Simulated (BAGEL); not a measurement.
# quartet SiSCl2F at 3 levels

We compute a comparison of 3 runs (ROHF/cc-pVDZ, UHF/6-31G*, UHF/cc-pVDZ) of quartet SiSCl2F. 

The results are computed with BAGEL 1.2.2.

**1. The structure to begin with**

SiSCl2F: 5 atoms, total charge 0, spin state quartet. SMILES of the parent species: `F[Si]([S])(Cl)Cl`. The shape is that of a PBE0-D4/def2-TZVP optimisation. That shape belongs to the parent species and isn't relaxed for this state.

Bond lengths: F1–Si2 1.580 Å, Si2–S3 2.093 Å, Si2–Cl4 2.023 Å, Si2–Cl5 2.023 Å. Angles: F1–Si2–S3 113.3°, F1–Si2–Cl4 106.8°, F1–Si2–Cl5 106.8°, S3–Si2–Cl4 108.8°, S3–Si2–Cl5 108.8°, Cl4–Si2–Cl5 112.3°.

**2. A single-point energy at ROHF/cc-pVDZ (density fitting with qzvpp-jkfit) (run 1)**

The input, calc.json:

```json
{ "bagel": [

{
  "title": "molecule",
  "basis": "cc-pvdz.json",
  "df_basis": "qzvpp-jkfit",
  "angstrom": true,
  "geometry": [
    { "atom": "F", "xyz": [       0.913000,      -0.947500,       1.032900 ] },
    { "atom": "Si", "xyz": [       0.055100,      -0.061700,       0.044800 ] },
    { "atom": "S", "xyz": [      -1.688700,       0.698800,       0.916700 ] },
    { "atom": "Cl", "xyz": [      -0.458100,      -1.248600,      -1.511600 ] },
    { "atom": "Cl", "xyz": [       1.228500,       1.485300,      -0.524300 ] }
  ]
},

{ "title": "rohf", "nopen": 3 },

{ "title": "print", "file": "orbitals.molden", "orbitals": true }

]}
```

The basis set cc-pVDZ is read from a file made from the Basis Set Exchange's data (not shown).

Command:

```console
$ BAGEL_NUM_THREADS=1 BAGEL calc.json > calc.out
```

Log:

```text
* using 1 threads per process

  ===============================================================
  ===============================================================

  *** Geometry ***

  { "atom" : "F", "xyz" : [      1.725320,     -1.790516,      1.951898 ] },
  { "atom" : "Si", "xyz" : [      0.104124,     -0.116596,      0.084660 ] },
  { "atom" : "S", "xyz" : [     -3.191181,      1.320541,      1.732312 ] },
  { "atom" : "Cl", "xyz" : [     -0.865684,     -2.359512,     -2.856510 ] },
  { "atom" : "Cl", "xyz" : [      2.321529,      2.806810,     -0.990783 ] },

  Number of auxiliary basis functions:      589

  Since a DF basis is specified, we compute 2- and 3-index integrals:
    o Being stored without compression. Storage requirement is 0.035 GB

  Number of basis functions:       86
  Number of electrons      :       73

    * METHOD: MOLECULE                             0.36

  *** Open-shell HF ***

  === Nuclear Repulsion ===
   435.2912329400

      * DIIS with orbital gradients will be used.

  === ROHF iteration (cc-pvdz.json) ===
      0      -1704.56603598          0.02328377           0.26
      1      -1704.72711875          0.01832770           0.25
      2      -1704.79323414          0.01014892           0.22
      3      -1704.82827761          0.00160607           0.24
      4      -1704.83341272          0.00102709           0.32
      5      -1704.83550088          0.00053788           0.26
      6      -1704.83664904          0.00015082           0.28
      7      -1704.83688974          0.00006696           0.25
      8      -1704.83692741          0.00003317           0.23
      9      -1704.83694481          0.00002197           0.25
     10      -1704.83694792          0.00001521           0.25
     11      -1704.83695043          0.00001002           0.22
     12      -1704.83695228          0.00000711           0.26
     13      -1704.83695106          0.00000536           0.24
     14      -1704.83695107          0.00000461           0.23
     15      -1704.83695122          0.00000341           0.23
     16      -1704.83695173          0.00000198           0.25
     17      -1704.83695120          0.00000106           0.22
     18      -1704.83695083          0.00000068           0.23
     19      -1704.83695060          0.00000044           0.23
     20      -1704.83695062          0.00000026           0.26
     21      -1704.83695056          0.00000020           0.24
     22      -1704.83695058          0.00000011           0.25
     23      -1704.83695052          0.00000006           0.25
     24      -1704.83695048          0.00000003           0.23
     25      -1704.83695049          0.00000002           0.25
     26      -1704.83695048          0.00000001           0.24
     27      -1704.83695048          0.00000001           0.22
     28      -1704.83695048          0.00000001           0.24
    * SCF iteration converged.

    * S^2 (ROHF) is 3.7500

    * Permanent dipole moment:
           (    1.262004,    -0.486940,    -0.807091) a.u.

    * METHOD: ROHF                                 7.29

    * METHOD: PRINT                                0.01

  ===============================================================
```

Wall time 8.1 s (1 thread of Intel Xeon 6975P-C (Granite Rapids), shared host); peak memory 0.16 GiB.

**3. The energy at UHF/6-31G(d) (density fitting with qzvpp-jkfit, spherical functions) (run 2)**

The input, job.json:

```json
{ "bagel": [

{
  "title": "molecule",
  "basis": "6-31gs.json",
  "df_basis": "qzvpp-jkfit",
  "angstrom": true,
  "geometry": [
    { "atom": "F", "xyz": [       0.913000,      -0.947500,       1.032900 ] },
    { "atom": "Si", "xyz": [       0.055100,      -0.061700,       0.044800 ] },
    { "atom": "S", "xyz": [      -1.688700,       0.698800,       0.916700 ] },
    { "atom": "Cl", "xyz": [      -0.458100,      -1.248600,      -1.511600 ] },
    { "atom": "Cl", "xyz": [       1.228500,       1.485300,      -0.524300 ] }
  ]
},

{
  "title": "uhf",
  "nopen": 3
},

{
  "title": "print",
  "file": "orbitals.molden",
  "orbitals": true
}

]}
```

The basis set 6-31G* is read from a file made from the Basis Set Exchange's data (not shown).

Command:

```console
$ BAGEL_NUM_THREADS=1 BAGEL job.json > job.out
```

Log:

```text
* using 1 threads per process

  ===============================================================
  ===============================================================

  *** Geometry ***

  { "atom" : "F", "xyz" : [      1.725320,     -1.790516,      1.951898 ] },
  { "atom" : "Si", "xyz" : [      0.104124,     -0.116596,      0.084660 ] },
  { "atom" : "S", "xyz" : [     -3.191181,      1.320541,      1.732312 ] },
  { "atom" : "Cl", "xyz" : [     -0.865684,     -2.359512,     -2.856510 ] },
  { "atom" : "Cl", "xyz" : [      2.321529,      2.806810,     -0.990783 ] },

  Number of auxiliary basis functions:      589

  Since a DF basis is specified, we compute 2- and 3-index integrals:
    o Being stored without compression. Storage requirement is 0.035 GB

  Number of basis functions:       86
  Number of electrons      :       73

    * METHOD: MOLECULE                             0.30

  *** Open-shell HF ***

  === Nuclear Repulsion ===
   435.2912329400

      * DIIS with orbital gradients will be used.

  === UHF iteration (6-31gs.json) ===
      0      -1704.51290480          0.03054049           0.23
      1      -1704.66739740          0.02212746           0.21
      2      -1704.72699316          0.01350476           0.29
      3      -1704.75851729          0.00121294           0.20
      4      -1704.76286716          0.00083892           0.26
      5      -1704.76465850          0.00041889           0.26
      6      -1704.76556960          0.00011491           0.27
      7      -1704.76561513          0.00007417           0.24
      8      -1704.76564071          0.00003825           0.23
      9      -1704.76564740          0.00002808           0.25
     10      -1704.76565212          0.00002302           0.22
     11      -1704.76565649          0.00001603           0.23
     12      -1704.76565945          0.00001118           0.28
     13      -1704.76566066          0.00000771           0.22
     14      -1704.76566110          0.00000495           0.23
     15      -1704.76566122          0.00000276           0.24
     16      -1704.76566126          0.00000135           0.25
     17      -1704.76566127          0.00000067           0.25
     18      -1704.76566127          0.00000028           0.23
     19      -1704.76566127          0.00000016           0.21
     20      -1704.76566127          0.00000009           0.24
     21      -1704.76566127          0.00000004           0.24
     22      -1704.76566127          0.00000003           0.21
     23      -1704.76566127          0.00000002           0.25
     24      -1704.76566127          0.00000001           0.25
     25      -1704.76566127          0.00000001           0.23
    * SCF iteration converged.

    * S^2 (UHF) is 3.7621

    * Permanent dipole moment:
           (    1.168323,    -0.376168,    -0.954006) a.u.

    * METHOD: UHF                                  6.45

    * METHOD: PRINT                                0.01

  ===============================================================
```

Run time: 7.2 s. Hardware: 1 thread of Intel Xeon 6975P-C (Granite Rapids), shared host; peak memory 0.16 GiB.

**4. The energy at UHF/cc-pVDZ (density fitting with qzvpp-jkfit) (run 3)**

The input, job.json:

```json
{ "bagel" : [

{
  "title" : "molecule",
  "basis" : "cc-pvdz.json",
  "df_basis" : "qzvpp-jkfit",
  "angstrom" : "true",
  "geometry" : [
    { "atom" : "F", "xyz" : [       0.913000,      -0.947500,       1.032900 ] },
    { "atom" : "Si", "xyz" : [       0.055100,      -0.061700,       0.044800 ] },
    { "atom" : "S", "xyz" : [      -1.688700,       0.698800,       0.916700 ] },
    { "atom" : "Cl", "xyz" : [      -0.458100,      -1.248600,      -1.511600 ] },
    { "atom" : "Cl", "xyz" : [       1.228500,       1.485300,      -0.524300 ] }
  ]
},

{ "title" : "uhf", "nopen" : 3 },

{ "title" : "print", "file" : "orbitals.molden", "orbitals" : "true" }

]}
```

The basis set cc-pVDZ is read from a file made from the Basis Set Exchange's data (not shown).

Command:

```console
$ BAGEL_NUM_THREADS=1 BAGEL job.json > job.out
```

Log:

```text
* using 1 threads per process

  ===============================================================
  ===============================================================

  *** Geometry ***

  { "atom" : "F", "xyz" : [      1.725320,     -1.790516,      1.951898 ] },
  { "atom" : "Si", "xyz" : [      0.104124,     -0.116596,      0.084660 ] },
  { "atom" : "S", "xyz" : [     -3.191181,      1.320541,      1.732312 ] },
  { "atom" : "Cl", "xyz" : [     -0.865684,     -2.359512,     -2.856510 ] },
  { "atom" : "Cl", "xyz" : [      2.321529,      2.806810,     -0.990783 ] },

  Number of auxiliary basis functions:      589

  Since a DF basis is specified, we compute 2- and 3-index integrals:
    o Being stored without compression. Storage requirement is 0.035 GB

  Number of basis functions:       86
  Number of electrons      :       73

    * METHOD: MOLECULE                             0.25

  *** Open-shell HF ***

  === Nuclear Repulsion ===
   435.2912329400

      * DIIS with orbital gradients will be used.

  === UHF iteration (cc-pvdz.json) ===
      0      -1704.56603598          0.02328377           0.23
      1      -1704.73551901          0.01805322           0.24
      2      -1704.80045827          0.01002942           0.26
      3      -1704.83349262          0.00151538           0.23
      4      -1704.83848301          0.00100992           0.21
      5      -1704.84057365          0.00054782           0.24
      6      -1704.84195393          0.00015278           0.33
      7      -1704.84210376          0.00008981           0.33
      8      -1704.84214402          0.00006846           0.32
      9      -1704.84216689          0.00006202           0.31
     10      -1704.84219813          0.00005424           0.34
     11      -1704.84223324          0.00004447           0.28
     12      -1704.84226473          0.00003328           0.31
     13      -1704.84227822          0.00002185           0.22
     14      -1704.84228022          0.00001557           0.23
     15      -1704.84228132          0.00000953           0.27
     16      -1704.84228168          0.00000508           0.31
     17      -1704.84228183          0.00000219           0.27
     18      -1704.84228185          0.00000126           0.24
     19      -1704.84228188          0.00000086           0.24
     20      -1704.84228189          0.00000049           0.22
     21      -1704.84228189          0.00000041           0.28
     22      -1704.84228189          0.00000026           0.27
     23      -1704.84228189          0.00000015           0.24
     24      -1704.84228189          0.00000011           0.32
     25      -1704.84228189          0.00000006           0.29
     26      -1704.84228189          0.00000003           0.27
     27      -1704.84228189          0.00000001           0.29
     28      -1704.84228189          0.00000001           0.26
     29      -1704.84228189          0.00000001           0.25
    * SCF iteration converged.

    * S^2 (UHF) is 3.7631

    * Permanent dipole moment:
           (    1.279766,    -0.461266,    -0.908408) a.u.

    * METHOD: UHF                                  8.29

    * METHOD: PRINT                                0.01

  ===============================================================
```

It took 9 s on 1 thread of Intel Xeon 6975P-C (Granite Rapids), shared host; peak memory 0.16 GiB.

**5. The series**

```tsv
run	level	energy (Eh)	dipole moment (D)	⟨S²⟩	wall time
1	ROHF/cc-pVDZ (density fitting with qzvpp-jkfit)	-1704.836950	4.00	3.750	8.1 s
2	UHF/6-31G* (density fitting with qzvpp-jkfit, spherical functions)	-1704.765661	3.95	3.762	7.2 s
3	UHF/cc-pVDZ (density fitting with qzvpp-jkfit)	-1704.842282	4.16	3.763	9 s
```

**6. Results**

| quantity | value |
| --- | --- |
| run 3: total energy | -1704.84228 Eh |
| run 3: dipole moment | 4.16 D |
| run 3: ⟨S²⟩ | 3.763 |

The dipole moment (its size) runs from 3.95 D (UHF/6-31G*) to 4.16 D (UHF/cc-pVDZ). All runs together took 24 s, the longest 9 s.
